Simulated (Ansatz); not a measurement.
# In2Sb: the cost of one run

Method: DFT PBEsol, scalar-relativistic, plane waves, PAW, in Ansatz 0.2.0.

### Step 1. Starting point

The structure is hexagonal, space group P6_3/mmc (No. 194). The conventional cell has a = 5.333 Å, b = 5.333 Å, c = 6.393 Å, α = 90.00°, β = 90.00°, γ = 120.00°. Around In (site symmetry -6m2) lie 5 Sb at 3.08 to 3.20 Å and 6 In at 3.47 Å. In (site symmetry -3m) is surrounded by 8 In at 3.20 to 3.47 Å and 6 Sb at 3.47 Å. Around Sb (site symmetry -6m2) lie 11 In at 3.08 to 3.47 Å.

Structure file:

```xyz
6
Lattice="5.3333 0.0000 0.0000 -2.6667 4.6188 0.0000 0.0000 0.0000 6.3928" Properties=species:S:1:pos:R:3 pbc="T T T"
In    2.6667    1.5396    1.5982
In    0.0000    3.0792    4.7946
In    0.0000    0.0000    3.1964
In    0.0000    0.0000    0.0000
Sb    2.6667    1.5396    4.7946
Sb    0.0000    3.0792    1.5982
```

It goes back to an entry of the Materials Project, which need not be the stable form.

It is the result of an earlier relaxation at this level (volume 26.25 Å³/atom; gap on the mesh: none (metal)).

### Step 2. Volume × 0.97

The input, input.yaml:

```yaml
crystal:
  lattice:
    - [5.2794577427, 0.0, 0.0]
    - [-2.6397288713, 4.5721445234, 0.0]
    - [0.0, 0.0, 6.3282703555]
  atoms:
    - { symbol: In, position: [0.6666666667, 0.3333333333, 0.25] }
    - { symbol: In, position: [0.3333333333, 0.6666666667, 0.75] }
    - { symbol: In, position: [0.0, 0.0, 0.5] }
    - { symbol: In, position: [0.0, 0.0, 0.0] }
    - { symbol: Sb, position: [0.6666666667, 0.3333333333, 0.75] }
    - { symbol: Sb, position: [0.3333333333, 0.6666666667, 0.25] }
basis:
  ecutwfc: 420
kpoints:
  mp_grid: { grid: [12, 12, 6] }
hamiltonian:
  xc: pbesol
scf:
  occupations: { method: gaussian, width: 0.1 }
output:
  forces: true
  stress: true
  eigenvalues: true
relax:
  adjacent_minimum: "off"
  f_tol: 0.01
  max_steps: 30
  cell: { stress_tol: 0.1, fix: [volume] }
```

Command:

```bash
ansatz run input.yaml --threads 1 --pin off --max-ram 2560MiB --backend cpu --events-out ev --progress --plain --runs-dir out
```

**Question.** How long does this run take on 1 thread of Intel Xeon 6975P-C (Granite Rapids), shared host, and how much memory does it need?

About 46 s, with a peak of 0.74 GiB.
